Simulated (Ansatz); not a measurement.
# SrIr2 (Fd-3m): equation of state with a fit, by script

Where is the equilibrium volume of SrIr2 (Fd-3m), and how stiff is it? Aim: an equation of state with a fit, for SrIr2 (Fd-3m), run from a script.

The COD entry's cell or inner coordinates are ideal or old and differ from later refinements, so a difference from it is no clean test against experiment.

Computed with Ansatz 0.2.0 through its Python package. Level of theory: DFT PBEsol, plane waves, PAW.

### 1 The structure

Symmetry: Fd-3m, No. 227, cubic system. The conventional cell has a = 7.700 Å, b = 7.700 Å, c = 7.700 Å, α = 90.00°, β = 90.00°, γ = 90.00°. Around Sr (site symmetry -43m) lie 12 Ir at 3.19 Å and 4 Sr at 3.33 Å. Ir (site symmetry -3m) has 6 Ir at 2.72 Å as nearest neighbours.

No structure file is read: the coordinates are typed or built in the script.

### 2 The code

run_eos.py

```python
"""Energy against volume for SrIr2, with a fit."""

import warnings

import ansatz as az
import numpy as np
from scipy.optimize import curve_fit

vectors0 = np.array([
    [0.0, 3.85, 3.85],
    [3.85, 0.0, 3.85],
    [3.85, 3.85, 0.0],
])
sites = [
    ("Sr", [0.0, 0.0, 0.0]),
    ("Sr", [0.25, 0.25, 0.25]),
    ("Ir", [0.625, 0.625, 0.625]),
    ("Ir", [0.125, 0.625, 0.625]),
    ("Ir", [0.625, 0.625, 0.125]),
    ("Ir", [0.625, 0.125, 0.625]),
]


def build(cell):
    crystal = az.Crystal(lattice=az.Lattice.of(cell))
    for symbol, position in sites:
        crystal = crystal.atom(symbol, position)
    return crystal

def vinet(v, e0, v0, b0, b1):
    eta = (v / v0) ** (1 / 3)
    return e0 + 2 * b0 * v0 / (b1 - 1) ** 2 * (2 - (5 + 3 * b1 * (eta - 1) - 3 * eta) * np.exp(-1.5 * (b1 - 1) * (eta - 1)))

warnings.simplefilter("ignore", az.DeckWarning)

# scale the volume, keep shape and fractions
volumes, energies = [], []
for scale in np.linspace(0.9, 1.1, 9):
    cell = vectors0 * scale ** (1 / 3)
    setup = (
        build(cell).calculation()
        .functional("pbesol")
        .occupations("cold", width=0.15)
        .basis(500)
        .kpoints(6, 6, 6)
    )
    rep = setup.run(threads=1).report
    volumes.append(abs(np.linalg.det(cell)) / len(sites))
    energies.append(rep["free_energy_ev"] / len(sites))
    print(f"V = {volumes[-1]:8.4f} A^3/atom  F = {energies[-1]:.5f} eV/atom")

guess = (min(energies), volumes[int(np.argmin(energies))], 0.5, 4.5)
(e0, v0, b0, b1), _ = curve_fit(vinet, np.array(volumes), np.array(energies), p0=guess, maxfev=20000)
print(f"Vinet fit: V0 = {v0:.4f} A^3/atom, B0 = {160.21766 * b0:.1f} GPa, B1 = {b1:.2f}")
print("largest residual", round(1000 * float(np.abs(vinet(np.array(volumes), e0, v0, b0, b1) - energies).max()), 3), "meV/atom")
```

### 3 The calls as engine input

The package turns the script's settings into the engine's input (first run):

```yaml
crystal:
  lattice:
    - [0.0, 3.7171341307316745, 3.7171341307316745]
    - [3.7171341307316745, 0.0, 3.7171341307316745]
    - [3.7171341307316745, 3.7171341307316745, 0.0]
  atoms:
    - { symbol: Sr, position: [0.0, 0.0, 0.0] }
    - { symbol: Sr, position: [0.25, 0.25, 0.25] }
    - { symbol: Ir, position: [0.625, 0.625, 0.625] }
    - { symbol: Ir, position: [0.125, 0.625, 0.625] }
    - { symbol: Ir, position: [0.625, 0.625, 0.125] }
    - { symbol: Ir, position: [0.625, 0.125, 0.625] }
basis:
  ecutwfc: 500.0
kpoints:
  mp_grid:
    grid: [6, 6, 6]
hamiltonian:
  xc: pbesol
scf:
  occupations:
    method: cold
    width: 0.15
```

### 4 Running it

Started as:

```sh
$ python run_eos.py
```

**Question.** Where does the minimum lie against the volume typed, and how stiff is the crystal?

**Answer**, as computed:

```
                      quantity            value
                 runs compared                9
               range of energy  124.13 meV/atom
lowest point, volume (Å³/atom)           18.547
      equilibrium volume (fit)    18.56 Å³/atom
            bulk modulus (fit)          167 GPa
```

**Reading.** A third-order Birch-Murnaghan fit through the 9 points (the script's own form differs a little) has its minimum at 18.56 Å³ an atom, 2.4 % below the typed cell, with a bulk modulus of 167 GPa and dB/dP = 4.8. From that minimum the energy rises by 68.3 meV an atom on the compressed side and 124.1 meV on the expanded side. What to keep in mind:
- No spin polarisation was allowed.
- Shape and fractional positions are held along the curve, so the bulk modulus is an upper value where they are free to relax.
- For a metal this k-point mesh is coarse: on a finer one energies can move by several to tens of meV an atom and pressures by half a GPa or more, differences at one mesh by less.
- Of the deposited cell: the entry's cell lengths or inner coordinates differ somewhat from later room-temperature determinations.
- Spin-orbit coupling, which matters for elements this heavy, is left out.
